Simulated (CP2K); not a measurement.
# Two attempts at HfHCl3O (SMILES [OH][Hf]([Cl])([Cl])[Cl])

Wanted: energy and gradient of HfHCl3O, PM6.

Program for the calculation: CP2K 2026.2.

2 further runs of the same task are left out: 1 that didn't finish, 1 set aside as unsound or not needed.

### Step 1. The system as given

The species is HfHCl3O (6 atoms), meant as a singlet with charge 0. As SMILES, `[OH][Hf]([Cl])([Cl])[Cl]`. The shape comes from GFN2-xTB, which is rough for such elements, and wasn't checked as a minimum.

Bond lengths: O1–Hf2 1.833 Å, Hf2–Cl3 2.245 Å, Hf2–Cl4 2.245 Å, Hf2–Cl5 2.246 Å, O1–H6 0.963 Å. Angles: O1–Hf2–Cl3 105.1°, O1–Hf2–Cl4 105.2°, O1–Hf2–Cl5 126.1°, Cl3–Hf2–Cl4 104.6°, Cl3–Hf2–Cl5 107.3°, Cl4–Hf2–Cl5 106.8°, Hf2–O1–H6 124.9°.

### Step 2. First attempt

Input file job.inp:

```
&GLOBAL
  PROJECT job
  RUN_TYPE ENERGY_FORCE
  PRINT_LEVEL MEDIUM
&END GLOBAL

&FORCE_EVAL
  METHOD QUICKSTEP
  &DFT
    CHARGE 0
    MULTIPLICITY 1
    &QS
      METHOD PM6
      EPS_DEFAULT 1.0E-10
      &SE
        &COULOMB
          CUTOFF [angstrom] 50
          RC_RANGE [angstrom] 0
        &END COULOMB
        &EXCHANGE
          CUTOFF [angstrom] 50
          RC_RANGE [angstrom] 0
        &END EXCHANGE
      &END SE
    &END QS
    &POISSON
      PERIODIC NONE
      POISSON_SOLVER ANALYTIC
    &END POISSON
    &SCF
      SCF_GUESS ATOMIC
      EPS_SCF 1.0E-07
      MAX_SCF 80
      &DIAGONALIZATION
        ALGORITHM STANDARD
      &END DIAGONALIZATION
      &MIXING
        METHOD DIRECT_P_MIXING
        ALPHA 0.4
      &END MIXING
    &PRINT
      &MOMENTS
        PERIODIC F
        REFERENCE COM
        MAX_MOMENT 1
      &END MOMENTS
      &MO ON
        ENERGIES T
        OCCUPATION_NUMBERS T
        NDIGITS 6
        &EACH
          QS_SCF 0
        &END EACH
        ADD_LAST NUMERIC
      &END MO
      &HIRSHFELD OFF
      &END HIRSHFELD
    &END PRINT
  &END DFT
  &SUBSYS
    &CELL
      ABC [angstrom] 13.3 12.9 13.8
      PERIODIC NONE
    &END CELL
    &COORD
      O     -0.545910     0.556920     1.356550
      Hf     0.142870     0.178140    -0.299320
      Cl     1.813260    -1.272870     0.081650
      Cl    -1.438070    -1.039000    -1.327910
      Cl     0.887130     1.677130    -1.797910
      H     -0.859280    -0.100320     1.986930
    &END COORD
    &TOPOLOGY
      &CENTER_COORDINATES
      &END CENTER_COORDINATES
    &END TOPOLOGY
  &END SUBSYS
  &PRINT
    &FORCES ON
    &END FORCES
  &END PRINT
&END FORCE_EVAL
```

Command:

```console
$ OMP_NUM_THREADS=1 cp2k.psmp -i job.inp -o job.out
```

What it wrote:

```text
Possible matches for unknown subsection

 MOMENTS

   subsection MOMENTS in section %__ROOT__%FORCE_EVAL%DFT%ENERGY_CORRECTION%PRINT score:  110
   subsection MOMENTS in section %__ROOT__%FORCE_EVAL%DFT%REAL_TIME_PROPAGATION%PRINT score:  110
   subsection MOMENTS in section %__ROOT__%FORCE_EVAL%DFT%PRINT score:  110
   subsection MOMENTS_FT in section %__ROOT__%FORCE_EVAL%DFT%REAL_TIME_PROPAGATION%PRINT score:  107
   enum SILENT in section %__ROOT__%GLOBAL%PRINT for keyword _SECTION_PARAMETERS_ score:  106

 *******************************************************************************
 *   ___                                                                       *
 *  /   \                                                                      *
 * [ABORT]                                                                     *
 *  \___/               unknown subsection MOMENTS of section PRINT            *
 *    |                                                                        *
 *  O/|                                                                        *
 * /| |                                                                        *
 * / \                                               input/input_parsing.F:192 *
 *******************************************************************************

 ===== Routine Calling Stack =====

            6 section_vals_parse
            5 section_vals_parse
            4 section_vals_parse
            3 section_vals_parse
            2 section_vals_parse
            1 read_input
```

Wall time 1.1 s (1 thread of Intel Xeon Platinum 8488C (Sapphire Rapids), shared host); peak memory 0.16 GiB.

### Step 3. Diagnosis

The program refused the input.

The log says `\___/               unknown subsection MOMENTS of section PRINT`. What is wrong: a section of the input isn't closed.

### Step 4. Second attempt

Input file job.inp:

```
&GLOBAL
   PROJECT job
   RUN_TYPE ENERGY_FORCE
   PRINT_LEVEL MEDIUM
&END GLOBAL

&FORCE_EVAL
   METHOD QUICKSTEP
   &DFT
      &QS
         METHOD PM6
         EPS_DEFAULT 1.0E-10
         &SE
            &COULOMB
               CUTOFF [angstrom] 50
               RC_RANGE [angstrom] 0
            &END COULOMB
            &EXCHANGE
               CUTOFF [angstrom] 50
               RC_RANGE [angstrom] 0
            &END EXCHANGE
         &END SE
      &END QS
      &POISSON
         PERIODIC NONE
         POISSON_SOLVER ANALYTIC
      &END POISSON
      &SCF
         SCF_GUESS ATOMIC
         EPS_SCF 1.0E-07
         MAX_SCF 58
         &DIAGONALIZATION
            ALGORITHM STANDARD
         &END DIAGONALIZATION
         &MIXING
            METHOD DIRECT_P_MIXING
            ALPHA 0.2
         &END MIXING
      &END SCF
      &PRINT
         &MOMENTS
            PERIODIC F
            REFERENCE COM
            MAX_MOMENT 1
         &END MOMENTS
         &MO ON
            ENERGIES T
            OCCUPATION_NUMBERS T
            NDIGITS 6
            &EACH
               QS_SCF 0
            &END EACH
            ADD_LAST NUMERIC
         &END MO
         &HIRSHFELD OFF
         &END HIRSHFELD
      &END PRINT
   &END DFT
   &SUBSYS
      &CELL
         ABC 13.3 12.9 13.8
         PERIODIC NONE
      &END CELL
      &COORD
         O     -0.545910     0.556920     1.356550
         Hf     0.142870     0.178140    -0.299320
         Cl     1.813260    -1.272870     0.081650
         Cl    -1.438070    -1.039000    -1.327910
         Cl     0.887130     1.677130    -1.797910
         H     -0.859280    -0.100320     1.986930
      &END COORD
      &TOPOLOGY
         &CENTER_COORDINATES
         &END CENTER_COORDINATES
      &END TOPOLOGY
   &END SUBSYS
   &PRINT
      &FORCES ON
      &END FORCES
   &END PRINT
&END FORCE_EVAL
```

Command:

```console
$ OMP_NUM_THREADS=1 cp2k.psmp -i job.inp > job.out 2>&1
```

What it wrote:

```text
CP2K| version string:                                       CP2K version 2026.2
[...]
 GLOBAL| Method name                                                        CP2K
[...]
 GLOBAL| Run type                                                   ENERGY_FORCE
[...]
                             - Atoms:                                          6
[...]
                             - Spherical basis functions:                     41
[...]
 Number of electrons:                                                         32
[...]
     1 P_Mix/Diag. 0.20E+00    0.0     0.95101044       -37.7227457538 -3.77E+01
[...]
    27 DIIS/Diag.  0.25E-07    0.0     0.00000002       -41.9596211362 -5.68E-14
  *** SCF run converged in    27 steps ***
  Core-core repulsion energy [eV]:                           1710.47284095484883
  Core Hamiltonian energy [eV]:                             -1826.79088652311430
  Two-electron integral energy [eV]:                        -2050.92262328830066
  Electronic energy [eV]:                                   -2852.25219816726485
  Total energy [eV]:                                        -1141.77935721241579
  Atomic reference energy [eV]:                              1133.16172650555450
  Heat of formation [kcal/mol]:                              -198.72730085834300
[...]
 SE_DIPOLE| Moment [Debye]          0.36747030       1.56473265      -0.60360881
 SE_DIPOLE| Derivative [a.u.]       0.00000000       0.00000000       0.00000000
 ENERGY| Total FORCE_EVAL ( QS ) energy [hartree]            -41.959621136185483
 FORCES| Atomic forces [hartree/bohr]
 FORCES|   Atom     x               y               z               |f|
 FORCES|      1  3.01569939E-03  8.71904965E-03 -5.77699319E-03   1.08853075E-02
 FORCES|      2  1.45903188E-02  4.96119555E-03 -3.28775619E-02   3.63101217E-02
 FORCES|      3  2.95692520E-02 -2.33632634E-02  7.78175019E-03   3.84803635E-02
 FORCES|      4 -2.86550882E-02 -1.94372469E-02 -1.72378572E-02   3.86789913E-02
 FORCES|      5  9.76561152E-03  3.38490438E-02 -1.69408406E-02   3.90911373E-02
 FORCES|      6 -2.82857936E-02 -4.72877862E-03  6.50515027E-02   7.10925134E-02
 FORCES| Sum     1.06165077E-15  1.08246745E-15 -1.66533454E-16
 FORCES| Total atomic force                                       1.52531030E-15
[...]
```

Run time: 1.1 s. Hardware: 1 thread of Intel Xeon Platinum 8488C (Sapphire Rapids), shared host; peak memory 0.19 GiB.

### Step 5. Summary of results

Level: PM6.

```
                                 quantity            value
                             total energy     -41.95962 Eh
                            dipole moment           1.72 D
                              HOMO energy        -10.75 eV
heat of formation at this unrelaxed shape  -198.7 kcal/mol
                 largest force on an atom       3.656 eV/Å
```

In words: The largest force is 3.66 eV/Å: the shape isn't a stationary point for this species at this level.
